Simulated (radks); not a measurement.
# W⁺ in [Xe] 4f14 5d3.75 6s1.25: an all-electron calculation

Wanted: eigenvalues, radial structure and energy terms of the tungsten ion W+.

Program: radks (a radial shooting solver on a logarithmic mesh, Libxc functionals) version 1. Level of theory: Dirac Kohn-Sham, PBEsol, spin-unpolarised, spherical densities, point nucleus; open shells fill j = l - 1/2 first. These are calculated values, not measurements, unless marked.

## Step 1: Starting point

| Property | Result |
| --- | --- |
| element | tungsten (Z = 74) |
| charge | +1 |
| electrons | 73 |
| configuration | [Xe] 4f14 5d3.75 6s1.25 |

## Step 2: The calculation

Input:

```text
Z 74
configuration [Xe] 4f14 5d3.75 6s1.25
relativity Dirac
functional pbe_sol,pbe_sol
spin unpolarised
j_filling energy
nucleus point
c 137.035999084
```

Q: Predict the outcome of this run.

As calculated:

| quantity | value |
| --- | --- |
| total energy | -16160.8499 hartree |
| exchange-correlation share of it | 1.98 % |
| −T/E | 1.1269 |
| highest occupied level | 6s1/2, -12.337 eV |
| most extended occupied level | 6s1/2, <r> = 2.94 bohr |
| radius at density 0.001 e/bohr³ | 4.33 bohr |
| maxima of the radial density | 4 |

**Reading.** 6 principal shells are occupied and 4 maxima appear in the radial density; where shells overlap, one shows as a shoulder or not at all. Relativity lifts −T/E to 1.127. This is not the tabulated ground configuration, so its levels and sizes aren't those of the ground state, and no measured value stands beside it.
